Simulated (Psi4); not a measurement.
# GeSiH6O (SMILES [OH][GeH2][SiH3]) at HF/def2-TZVP (ints tolerance 1e-12, sweep point 6)

Aim: the vertical electron affinity of GeSiH6O at HF/def2-TZVP (ints tolerance 1e-12, sweep point 6), from 2 runs. 

Program for the calculation: Psi4 1.11.

4 further runs of the same task are left out: 4 set aside as unsound or not needed. Runs told in other sessions of the task aren't counted.

## Step 1: The structure to begin with

The species is GeSiH6O (9 atoms), meant as a singlet with charge 0. SMILES: `[OH][GeH2][SiH3]`. The shape is that of a PBE0-D4/def2-TZVP optimisation. This is one conformer, not always the lowest.

Bond lengths: O1–Ge2 1.791 Å, Ge2–Si3 2.389 Å, O1–H4 0.960 Å, Ge2–H5 1.546 Å, Ge2–H6 1.536 Å, Si3–H7 1.488 Å, Si3–H8 1.488 Å, Si3–H9 1.486 Å. Some angles: O1–Ge2–Si3 109.9°, O1–Ge2–H5 109.2°, O1–Ge2–H6 103.6°, Si3–Ge2–H5 111.3°, Si3–Ge2–H6 113.0°, Ge2–O1–H4 112.4°, Ge2–Si3–H7 110.2°, Ge2–Si3–H8 109.3°, Ge2–Si3–H9 110.4°, H5–Ge2–H6 109.6°.

## Step 2: A single-point energy at HF/def2-TZVP (ints tolerance 1e-12, sweep point 6)

Contents of input.in:

```
memory 1600 MB

molecule molecule1 {
  0 1
  O     -1.665400     1.003200    -0.854800
  Ge     0.086300     0.899600    -0.495500
  Si     0.525800    -1.010700     0.870400
  H     -1.973400     0.267900    -1.389000
  H      0.873700     0.832100    -1.824400
  H      0.388100     2.226700     0.215900
  H      1.986000    -1.132800     1.128400
  H      0.060100    -2.236200     0.166300
  H     -0.192800    -0.896100     2.165800
  units angstrom
  symmetry c1
}

set {
  basis def2-TZVP
  puream true
  scf_type direct
  ints_tolerance 1e-12
  maxiter 60
}

result, w = energy('scf', return_wfn=True)
print_variables()
```

Run with:

```sh
$ psi4 -n 1 input.in input.out
```

input.out (excerpt; [...] marks lines left out):

```text
[...]
  Running in c1 symmetry.
[...]
  Nuclear repulsion =  271.699821236091680
[...]
  Multiplicity = 1
[...]
  Nalpha       = 30
  Nbeta        = 30
[...]
    Number of basis functions: 152
[...]
   @DF-RHF iter   1: -2441.40129671394925   -3.21277e+00   1.80493e-02 ADIIS/DIIS
[...]
   @RHF iter  11: -2442.71419246066534   -7.33753e-08   3.84738e-07 DIIS
[...]
    Orbital Energies [Eh]
    ---------------------
    Doubly Occupied:
       1A   -405.241511     2A    -68.778208     3A    -52.148470
       4A    -46.236173     5A    -46.236158     6A    -46.236073
       7A    -20.545775     8A     -7.193668     9A     -6.129677
      10A     -5.169889    11A     -5.169292    12A     -5.169018
      13A     -4.235734    14A     -4.235607    15A     -4.235545
      16A     -1.649742    17A     -1.644546    18A     -1.643515
      19A     -1.640385    20A     -1.640183    21A     -1.307238
      22A     -0.764536    23A     -0.701913    24A     -0.622519
      25A     -0.526744    26A     -0.518533    27A     -0.494588
      28A     -0.490716    29A     -0.459519    30A     -0.393261
[...]
  @RHF Final Energy: -2442.71419246066534
   => Energetics <=
    Nuclear Repulsion Energy =            271.6998212360916796
    One-Electron Energy =               -3945.9104860599541098
    Two-Electron Energy =                1231.4964723631969719
    Total Energy =                      -2442.7141924606653447
[...]
 Multipole Moments:
 ------------------------------------------------------------------------------------
     Multipole            Electronic (a.u.)      Nuclear  (a.u.)        Total (a.u.)
 ------------------------------------------------------------------------------------
 L = 1.  Multiply by 2.5417464519 to convert [e a0] to [Debye]
 Dipole X            :          0.2598700            0.1326905            0.3925605
 Dipole Y            :          7.1799571           -7.7282679           -0.5483108
 Dipole Z            :         -4.4637455            4.3283988           -0.1353467
 Magnitude           :                                                    0.6877988
[...]
```

Run time: 12 s. Hardware: 1 thread of AMD EPYC 7B13 (Zen 3), shared host; peak memory 0.32 GiB.

## Step 3: The doublet anion, same level

Contents of input.dat:

```
memory 1600 mb

molecule {
  -1 2
  O     -1.665400     1.003200    -0.854800
  Ge     0.086300     0.899600    -0.495500
  Si     0.525800    -1.010700     0.870400
  H     -1.973400     0.267900    -1.389000
  H      0.873700     0.832100    -1.824400
  H      0.388100     2.226700     0.215900
  H      1.986000    -1.132800     1.128400
  H      0.060100    -2.236200     0.166300
  H     -0.192800    -0.896100     2.165800
  units angstrom
  symmetry c1
}

set reference uhf
set puream true
set scf_type direct
set ints_tolerance 1e-12
set maxiter 100

E, wfn = energy("scf/def2-TZVP", return_wfn=True)
```

Run with:

```sh
$ psi4 -n 1 input.dat output.dat
```

output.dat (excerpt; [...] marks lines left out):

```text
[...]
  Running in c1 symmetry.
[...]
  Nuclear repulsion =  271.699821236091680
[...]
  Multiplicity = 2
[...]
  Nalpha       = 31
  Nbeta        = 30
[...]
    Number of basis functions: 152
[...]
   @DF-UHF iter   1: -2441.00316934256352   -2.81464e+00   1.88564e-02 DIIS/ADIIS
[...]
   @UHF iter  15: -2442.63056168754702   -1.44586e-07   6.88814e-07 DIIS
[...]
   @S^2 Observed:                7.596231408E-01
[...]
    Orbital Energies [Eh]
    ---------------------
    Alpha Occupied:
       1A   -405.030356     2A    -68.594116     3A    -51.936420
       4A    -46.024511     5A    -46.024389     6A    -46.024324
       7A    -20.335287     8A     -6.982387     9A     -5.942548
      10A     -4.958917    11A     -4.958874    12A     -4.958114
      13A     -4.049249    14A     -4.048964    15A     -4.048451
      16A     -1.440793    17A     -1.433752    18A     -1.431712
      19A     -1.429816    20A     -1.429455    21A     -1.110668
      22A     -0.571782    23A     -0.508635    24A     -0.424175
      25A     -0.339806    26A     -0.325442    27A     -0.315341
      28A     -0.310899    29A     -0.266377    30A     -0.199154
      31A      0.066214
[...]
  @UHF Final Energy: -2442.63056168754702
   => Energetics <=
    Nuclear Repulsion Energy =            271.6998212360916796
    One-Electron Energy =               -3957.9420903847872069
    Two-Electron Energy =                1243.6117074611483986
    Total Energy =                      -2442.6305616875470150
  UHF NO Occupations:
  HONO-2 :   29  A 1.9991101
  HONO-1 :   30  A 1.9970461
  HONO-0 :   31  A 1.0000000
  LUNO+0 :   32  A 0.0029539
  LUNO+1 :   33  A 0.0008899
[...]
 Multipole Moments:
 ------------------------------------------------------------------------------------
     Multipole            Electronic (a.u.)      Nuclear  (a.u.)        Total (a.u.)
 ------------------------------------------------------------------------------------
 L = 1.  Multiply by 2.5417464519 to convert [e a0] to [Debye]
 Dipole X            :          0.3949686            0.1326905            0.5276591
 Dipole Y            :          7.7656387           -7.7282679            0.0373708
 Dipole Z            :         -4.4846719            4.3283988           -0.1562731
 Magnitude           :                                                    0.5515813
[...]
```

Wall time 15 s (1 thread of AMD EPYC 7B13 (Zen 3), shared host); peak memory 0.32 GiB.

## Step 4: What came out

Level: HF/def2-TZVP (ints tolerance 1e-12, sweep point 6).

| quantity | value |
| --- | --- |
| singlet GeSiH6O: total energy | -2442.71419 Eh |
| singlet GeSiH6O: dipole moment | 1.75 D |
| singlet GeSiH6O: HOMO energy | -10.70 eV |
| singlet GeSiH6O: LUMO energy | 2.69 eV |
| singlet GeSiH6O: HOMO–LUMO gap | 13.39 eV |
| doublet anion: total energy | -2442.63056 Eh |
| doublet anion: HOMO energy (highest over α and β) | 1.80 eV |
| doublet anion: LUMO energy (lowest over α and β) | 7.59 eV |
| doublet anion: ⟨S²⟩ | 0.760 |
| vertical electron affinity (to the doublet anion) | -2.276 eV |

**Reading.** The anion lies 2.28 eV (220 kJ/mol) above the neutral: the electron isn't bound at this level, and such a value depends on the basis. Without diffuse functions anions come out too high. Hartree–Fock misses the correlation that binds many anions. The HOMO (doublet anion) lies at positive energy, 1.80 eV: the electron is unbound at this level or held by a compact basis; values depend on the basis.
